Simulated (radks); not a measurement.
**Ba³⁵⁺ in [Ar] 3d3: an all-electron calculation**

One table from this session's results is given with a row withheld; the runs are named, their logs left out.

Method: non-relativistic Kohn-Sham, BLYP, spin-polarised, spherical densities, point nucleus; open shells are filled with parallel spins first. Code: radks (a radial shooting solver on a logarithmic mesh, Libxc functionals) version 1.

### The system

```
element       : barium (Z = 56)
charge        : +35
electrons     : 21
configuration : [Ar] 3d3
```

The outer shells:

Ba³⁵⁺
```
[Ar] core
3d [↑ ][↑ ][↑ ][  ][  ]
```

Set-up of the first run:

Input:

```text
Z 56
configuration [Ar] 3d3 4s0 4p0
relativity non-relativistic
functional b88,lyp
spin polarised
nucleus point
```

Steps of the session up to this table: Self-consistent calculation.

One table of the session follows, with a row left open; its other results are not shown here.

It belongs to the step «Radial structure». Radial moments (bohr):

| level | <r> | outermost maximum (interpolated) | 90 % within | nodes |
| --- | --- | --- | --- | --- |
| 1s up | 0.02713 | 0.0180 | 0.0482 | 0 |
| 1s down | 0.02713 | 0.0180 | 0.0482 | 0 |
| 2s up | 0.1155 | 0.0987 | 0.177 | 1 |
| 2s down | 0.1154 | 0.0987 | 0.177 | 1 |
| 2p up | ? | ? | ? | ? |
| 2p down | 0.09812 | 0.0770 | 0.158 | 0 |
| 3s up | 0.2855 | 0.268 | 0.414 | 2 |
| 3s down | 0.2861 | 0.268 | 0.415 | 2 |
| 3p up | 0.2728 | 0.253 | 0.404 | 1 |
| 3p down | 0.2736 | 0.254 | 0.405 | 1 |
| 3d up | 0.2391 | 0.200 | 0.366 | 0 |
| 3d down | 0.2399 | 0.201 | 0.368 | 0 |
| 4s up | 0.5536 | 0.550 | 0.779 | 3 |
| 4s down | 0.5553 | 0.552 | 0.782 | 3 |
| 4p up | 0.5482 | 0.544 | 0.779 | 2 |
| 4p down | 0.5500 | 0.546 | 0.782 | 2 |

Q: Estimate the row for 2p up from the others.

**Answer.** <r>: 0.09824; outermost maximum (interpolated): 0.0771; 90 % within: 0.159; nodes: 0. In the column «<r>» it lies between 2p down (0.09812) and 2s down (0.1154).

Caveats from the session: Relativity is left out here, which matters for elements this heavy. Open shells are spherical and high-spin; term and fine-structure splittings are not resolved.
